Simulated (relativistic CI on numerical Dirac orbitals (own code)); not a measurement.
# Mo XXI (Mo²⁰⁺): levels and lines

The task is the spectrum of Mo²⁰⁺: levels, purity of their labels, lifetimes and lines; runs with one setting changed show what the result hangs on.

Method: Dirac-Coulomb-Breit CI, KLI orbitals optimised for each configuration, model QED (radiative potential, 1s self-energy scaled to tabulated hydrogen-like ionisation energies). Code: relativistic CI on numerical Dirac orbitals (own code) version 4.

### Step 1. Starting point

```
ion                       : Mo²⁰⁺ (Mo XXI)
nuclear charge            : 42
electrons                 : 22
isotope                   : A = 98
first configuration typed : [Ar] 3d4
```

The outer shells:

first configuration typed
```
[Ar] core
3d [↑ ][↑ ][↑ ][↑ ][  ]
```

### Step 2. CI with the chosen configurations

The run's settings:

```ini
atom Mo  Z=42  charge=20  electrons=22
nucleus A=98  rms_radius_fm=4.4091
hamiltonian dirac-coulomb  breit=on  qed=on  c_scale=1
orbitals kli  potential=per-configuration
slater_scale 1
correlation none
mixing on
configurations
  [Ar] 3d4
  [Ne] 3s2 3p5 3d5
  [Ne] 3s 3p6 3d5
  [Ar] 3d3 4s
  [Ar] 3d3 4p
  [Ar] 3d3 4d
  [Ar] 3d3 4f
  [Ne] 3s2 3p5 3d4 4s
  [Ne] 3s2 3p5 3d4 4p
  [Ar] 3d2 4s 4p
  [Ar] 3d3 5s
  [Ar] 3d3 5p
  [Ne] 3s 3p6 3d4 4s
  [Ar] 3d3 5d
  [Ar] 3d2 4p 4d
  [Ar] 3d3 5g
  [Ar] 3d3 6s
  [Ne] 3s 3p6 3d4 4d
  [Ne] 3p6 3d6
  [Ne] 3p5 3d7
  [Ar] 3d2 4s2
  [Ar] 3d 4s2 4p
  [Ar] 3d 4s2 4d
  [Ar] 3d 4s2 4f
  [Ar] 3d2 4p2
  [Ar] 3d 4s 4p2
  [Ar] 3d 4p3
  [Ar] 3d 4p2 4d
  [Ar] 3d 4p2 4f
  [Ar] 3d2 4s 4d
  [Ar] 3d 4s 4p 4d
  [Ar] 3d 4s 4d2
  [Ar] 3d 4s 4d 4f
  [Ne] 3p6 3d5 4s
  [Ne] 3p5 3d6 4s
  [Ar] 3d2 4d2
  [Ar] 3d 4p 4d2
  [Ar] 3d 4d3
  [Ar] 3d 4d2 4f
  [Ne] 3p6 3d5 4d
  [Ne] 3p5 3d6 4d
  [Ne] 3s 3p6 3d3 4s2
  [Ne] 3s 3p6 3d2 4s2 4p
  [Ne] 3s 3p6 3d2 4s2 4d
  [Ne] 3s 3p6 3d2 4s2 4f
end
```

Run with:

```sh
> python run_levels.py task.json out
```

The settings of every run stand in task.json; they run in order.

### Step 3. The first configuration alone

The run's settings:

```ini
atom Mo  Z=42  charge=20  electrons=22
nucleus A=98  rms_radius_fm=4.4091
hamiltonian dirac-coulomb  breit=on  qed=on  c_scale=1
orbitals kli  potential=per-configuration
slater_scale 1
correlation none
mixing on
configurations
  [Ar] 3d4
end
```

### Step 4. The first 3 configurations alone

The settings differ from step 3 so:

```diff
@@ -9,2 +9,4 @@
   [Ar] 3d4
+  [Ne] 3s2 3p5 3d5
+  [Ne] 3s 3p6 3d5
 end
```

(Steps that only read results are left out.)

What does the calculation give? Wanted: lowest level; first excitation; lowest level of the other parity; fastest E1 line; ionisation energy.

**Answer**, as computed:

| run | time | mean size of shift, levels followed (cm⁻¹) | lowest level | ionisation energy (eV) |
| --- | --- | --- | --- | --- |
| main run | 8.5 s | 0 | 3d4 5D0 | 890.00 |
| the first configuration alone | 0.04 s | 740 | 3d4 5D0 | - |
| the first 3 configurations alone | 0.29 s | 325 | 3d4 5D0 | - |

The tabulated theoretical ionisation energy (NIST) is 890 eV.

```
                                                                          quantity                             value
                                                                      lowest level                           3d4 5D0
                                                                  first excitation              3d4 5D1, 9355.5 cm⁻¹
                                                  lowest level of the other parity         3p5 3d5 7P°4, 998931 cm⁻¹
                                                               levels in the model                             10077
fastest E1 line (by rate) to the lowest level among the lowest 400 of 10077 levels  3.184 nm, from 3d3 4p 3D°1 + 5F°
                                                                 ionisation energy                         890.00 eV
                                   ionisation energy, tabulated theoretical (NIST)                            890 eV
```

What this shows: The lowest level is 3d4 5D0, 81 % pure in LS and 59 % in jj coupling; over the low levels the means are 74 and 62 %, so LS coupling describes them better. The ionisation energy agrees with the tabulated theoretical value within its uncertainty of 4 eV. Of the changes tried, the run «the first configuration alone» moves the low levels most, by 740 cm⁻¹ on average. Lifetimes count radiative decay inside the model alone.
